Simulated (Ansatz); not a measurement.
# BFH2Zn: taking an electron away

How much energy removes an electron from BFH2Zn at fixed geometry? The cation is run at each level and the neutral's energy taken from earlier runs.

Method: unrestricted cation, the program's frozen cores in correlated methods; program: Ansatz 0.2.0, Gaussian basis.

Plan: UKS PBE-D4/def2-TZVPP; UKS r2SCAN-D4/def2-TZVPP; UKS PBE0-D4/def2-TZVPP; UKS B3LYP-D4/def2-TZVPP; UKS wB97X-V/def2-TZVPP; UKS wB97M-V/def2-TZVPP; UKS B2PLYP (frozen core with 3s3p of Cu, Zn)/def2-TZVPP; UHF-CCSD(T) with 3s3p of Cu, Zn/def2-TZVPP; UHF-MP2 with 3s3p of Cu, Zn/def2-QZVPP; extrapolation to the limit; then −ε(HOMO) from the neutral's earlier runs with LDA (SPW92), PBE-D4, revPBE-D4, BLYP-D4, r2SCAN-D4, B97M-V, PBE0-D4, B3LYP-D4, r2SCANh-D4, r2SCAN0-D4, HSE06-D4, BHLYP-D4, CAM-B3LYP-D4, LC-ωPBE, ωB97X-V, ωB97M-V.

### Step 1. The geometry

All runs share one geometry, relaxed beforehand with PBE0-D4 in a triple-zeta def2 set.

SMILES `[BH2][Zn][F]`, 5 atoms, charge 0, spin multiplicity 1.

Atoms are counted from 1 here; the program's logs count them from 0.

Bond lengths: B1–Zn2 2.033 Å, B1–H4 1.195 Å, B1–H5 1.195 Å, Zn2–F3 1.760 Å. Angles: Zn2–B1–H4 121.5°, Zn2–B1–H5 121.5°, H4–B1–H5 117.0°, B1–Zn2–F3 180.0°.

### Step 2. Cation, UKS PBE-D4/def2-TZVPP

in.yaml

```yaml
crystal:
  periodic: [false, false, false]
  atoms:
    - {symbol: B, position_ang: [-0.657521, 0.440247, -0.439240]}
    - {symbol: Zn, position_ang: [0.825024, -0.570246, 0.517770]}
    - {symbol: F, position_ang: [2.108362, -1.444964, 1.346337]}
    - {symbol: H, position_ang: [-1.577563, -0.131479, -0.944971]}
    - {symbol: H, position_ang: [-0.648402, 1.632841, -0.521397]}
basis:
  gaussian: {orbitals: def2-TZVPP}
total_charge: 1
magnetization: {spin_polarized: true, initial_magnetization: 1}
hamiltonian: {xc: pbe, dispersion: d4}
```

Run with:

```
ansatz run in.yaml --threads 2 --pin off --events-out ev --progress --plain --max-ram 4352MiB
```

After this run come: Cation, UKS r2SCAN-D4/def2-TZVPP; Cation, UKS PBE0-D4/def2-TZVPP; Cation, UKS B3LYP-D4/def2-TZVPP; Cation, UKS wB97X-V/def2-TZVPP; Cation, UKS wB97M-V/def2-TZVPP; Cation, UKS B2PLYP (frozen core with 3s3p of Cu, Zn)/def2-TZVPP; Cation, UHF-CCSD(T) with 3s3p of Cu, Zn/def2-TZVPP; Cation, UHF-MP2 with 3s3p of Cu, Zn/def2-QZVPP.

Before running them: what should the planned runs give, taken together? Wanted: ionisation energy, CCSD(T)/CBS; nearest functional by difference; nearest −ε(HOMO); −ε(HOMO) of PBE; T1 of the cation.

**Answer**, as computed:

| quantity | value |
| --- | --- |
| ionisation energy, CCSD(T)/CBS | 10.96 eV |
| nearest functional by difference | ωB97M-V (+0.00 eV) |
| nearest −ε(HOMO) | LC-ωPBE (+0.14 eV) |
| −ε(HOMO) of PBE | 7.32 eV |
| T1 of the cation | 0.022 |

**Reading.** Energy differences with functionals land within 0.21 eV of the reference. The PBE orbital energy is 3.6 eV too small: a semilocal HOMO is no ionisation energy. Among orbital estimates LC-ωPBE comes nearest. Hartree-Fock falls 1.26 eV short, as the neutral has more correlation energy than the cation. For Zn the d shell is correlated and the shells below it are frozen.
